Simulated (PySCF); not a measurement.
# Os3 (Os3): the cost of one run

The runs use PySCF 2.14.0; several levels, as the steps say, no spin–orbit coupling.

4 further runs of the same task are left out: 2 for a known fault of the program, 2 that didn't finish.

## Step 1: The starting structure

3 atoms, charge 0, spin multiplicity 3.

Bond lengths: Os1–Os2 2.221 Å, Os2–Os3 2.221 Å. Angles: Os1–Os2–Os3 180.0°.

Coordinates:

```xyz
3
Os3
Os    0.0000    0.0000    2.2212
Os    0.0000    0.0000    0.0000
Os    0.0000    0.0000   -2.2212
```

An earlier session relaxed this geometry at BP86, Os def2-SVP with ECP60 (triplet, point group D∞h).

At BP86 on the finer grid: E = -272.302596 Eh, HOMO -5.07 eV, LUMO -4.91 eV (over both spins), ⟨S²⟩ = 2.595, Mulliken charge on Os1 +0.06 e, largest force component 0.157 eV/Å. The state is spin-contaminated.

Levels to run: CAM-B3LYP; wB97X; HF; B3LYP. Hardware: 2 threads of Arm Neoverse V1, shared host.

## Step 2: CAM-B3LYP

Contents of run.py (the lines that set the calculation):

```python
mol = gto.M(atom='''
Os     0.00000     0.00000     2.22125
Os     0.00000     0.00000     0.00000
Os     0.00000     0.00000    -2.22125''',
    basis={'Os': 'def2-SVP'},
    ecp={'Os': 'def2-SVP'},
    charge=0, spin=2)
mf = dft.UKS(mol, xc='CAMB3LYP')
mf.grids.atom_grid = (75, 302)
mf = mf.density_fit()  # fitting sets: Os def2-universal-JKFIT
mf.conv_tol = 1e-08; mf.max_cycle = 55
mf.kernel(dm0)  # dm0: the density of the relaxed state
```

Launch:

```console
$ OMP_NUM_THREADS=2 python run.py
```

**Question.** How long does this run take on 2 threads of Arm Neoverse V1, shared host?

About 9.7 s.
